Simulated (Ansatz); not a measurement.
Run this with Ansatz's Python interface and show what comes out.

`vcrelax_kcalafeo6.py`
```python
'''Variable-cell relaxation of KCaLaFeO6.'''

from dataclasses import dataclass
import warnings

import ansatz as az
import numpy as np


@dataclass
class RunConfig:
    width_ev: float = 0.15
    fmax: float = 0.01


settings = RunConfig()

def edges_and_angles(cell):
    cell = np.asarray(cell)
    a, b, c = np.linalg.norm(cell, axis=1)
    cosines = cell[1] @ cell[2] / (b * c), cell[0] @ cell[2] / (a * c), cell[0] @ cell[1] / (a * b)
    return (a, b, c, *np.degrees(np.arccos(cosines)))

warnings.simplefilter('ignore', az.DeckWarning)

kcalafeo6 = (
    az.Lattice.fcc(8.13244542)
    .space_group(216)
    .atom('K', (0.25, 0.25, 0.25))
    .atom('Ca', (0.0, 0.0, 0.0))
    .atom('La', (0.25, 0.25, 0.75))
    .atom('Fe', (0.5, 0.0, 0.0))
    .atom('O', (0.2717339, 0.0, 0.0))
    .primitive()
    .moments(Fe=2.4)
)

# only the volume may change
calc = (
    kcalafeo6.calculation()
    .functional(az.Functional.PBE)
    .pseudopotentials('paw')
    .kpoints(6, center='gamma')
    .occupations(az.OccupationsMethod.FERMI_DIRAC, width=settings.width_ev)
    .spin(az.SpinTreatment.COLLINEAR)
    .hubbard('Fe', 'd', u_eff=2.0)
    .relax(force_tolerance=settings.fmax, max_steps=100, fix_cell=['shape'], stress_tolerance=0.01)
)
steps = []


def follow(event):
    if event['event'] != 'relax_step':
        return
    row = event['data']
    steps.append(row)
    print(f'step {row["step"]:3d}  E = {row["lagrangian_ev"]:.5f} eV  largest force component = {row["allowed_force_max_ev_ang"]:.4f} eV/A  P = {row["pressure_gpa"]:.3f} GPa')


out = calc.session().plan(threads=1).execute(on_event=follow)
data = out.report

first, last = steps[0], steps[-1]
symbols = [site.symbol for site in out.lattice.sites]
print(f'energy gained {first["lagrangian_ev"] - last["lagrangian_ev"]:.4f} eV in {len(steps) - 1} steps')
for label, vectors in (('before', first['cell_ang']), ('after', out.lattice.cell_ang)):
    print(label, 'a b c (A) {:.4f} {:.4f} {:.4f}  angles {:.2f} {:.2f} {:.2f}'.format(*edges_and_angles(vectors)), f' V = {abs(np.linalg.det(vectors)):.3f} A^3')
print('final stress xx yy zz (GPa, compression positive):', np.round(np.diag(data['stress_gpa']), 3) + 0.0)

print('relaxed fractional positions')
for site in out.lattice.sites:
    print(f'  {site.symbol:2s}', ' '.join(f'{v % 1:8.5f}' for v in np.round(site.position_frac, 5)))

change = np.array(last['positions_ang']) @ np.linalg.inv(last['cell_ang']) - np.array(first['positions_ang']) @ np.linalg.inv(first['cell_ang'])
moved = np.linalg.norm(change @ np.array(last['cell_ang']), axis=1)
print('displacement within the cell, strain taken out (A):', ' '.join(f'{s}:{d:.3f}' for s, d in zip(symbols, moved)))

print(f'free energy      {data["free_energy_ev"]:.5f} eV')
print(f'per atom         {data["free_energy_ev"] / len(out.lattice.sites):.5f} eV')
print(f'SCF iterations   {data["n_iterations"]}  (converged: {data["converged"]})')
```

```console
$ python vcrelax_kcalafeo6.py
step   1  E = -17493.31237 eV  largest force component = 0.3830 eV/A  P = -1.882 GPa
step   2  E = -17493.33405 eV  largest force component = 0.1836 eV/A  P = -0.650 GPa
step   3  E = -17493.33937 eV  largest force component = 0.0141 eV/A  P = -0.000 GPa
step   4  E = -17493.33950 eV  largest force component = 0.0006 eV/A  P = 0.008 GPa
step   5  E = -17493.33445 eV  largest force component = 0.0004 eV/A  P = -0.059 GPa
step   6  E = -17493.33467 eV  largest force component = 0.0000 eV/A  P = -0.004 GPa
step   7  E = -17493.33419 eV  largest force component = 0.0000 eV/A  P = -0.006 GPa
step   7  E = -17493.33419 eV  largest force component = 0.0000 eV/A  P = -0.006 GPa
energy gained 0.0218 eV in 7 steps
before a b c (A) 5.7505 5.7505 5.7505  angles 60.00 60.00 60.00  V = 134.463 A^3
after a b c (A) 5.7278 5.7278 5.7278  angles 60.00 60.00 60.00  V = 132.877 A^3
final stress xx yy zz (GPa, compression positive): [-0.006 -0.006 -0.006]
relaxed fractional positions
  K   0.25000  0.25000  0.25000
  Ca  0.00000  0.00000  0.00000
  La  0.75000  0.75000  0.75000
  Fe  0.50000  0.50000  0.50000
  O   0.72694  0.27306  0.27306
  O   0.27306  0.27306  0.72694
  O   0.72694  0.72694  0.27306
  O   0.72694  0.27306  0.72694
  O   0.27306  0.72694  0.27306
  O   0.27306  0.72694  0.72694
displacement within the cell, strain taken out (A): K:0.000 Ca:0.000 La:0.000 Fe:0.000 O:0.011 O:0.011 O:0.011 O:0.011 O:0.011 O:0.011
free energy      -17493.33419 eV
per atom         -1749.33342 eV
SCF iterations   9  (converged: True)
```

What to keep in mind:
- Total energies depend on the potentials; only differences at equal settings carry meaning.
- The magnetic order follows from the starting moments and needn't be the lowest.
- For a metal this k-point mesh is coarse: on a finer one energies can move by several to tens of meV an atom and pressures by half a GPa or more, differences at one mesh by less.
- Energies along a relaxation are free energies. Rows at an unchanged volume are solved on a plane-wave basis chosen afresh for that cell, so the energy jumps there and such rows are no steps of the walk.
- The smearing is wide enough that free energy and stress hold a thermal part of the electrons.
- Edges and angles are those of the cell as typed, here a primitive one, not of the conventional cell.
- With one magnetic atom the cell can hold only ferromagnetic order.
- The structure comes from a database of computed cells and needn't be a stable or known phase.
- The script silences the warnings on its input, which a real study should read.
- Run time: 14 min on 1 thread of Arm Neoverse N1 (shared host), peak memory 1.5 GiB.
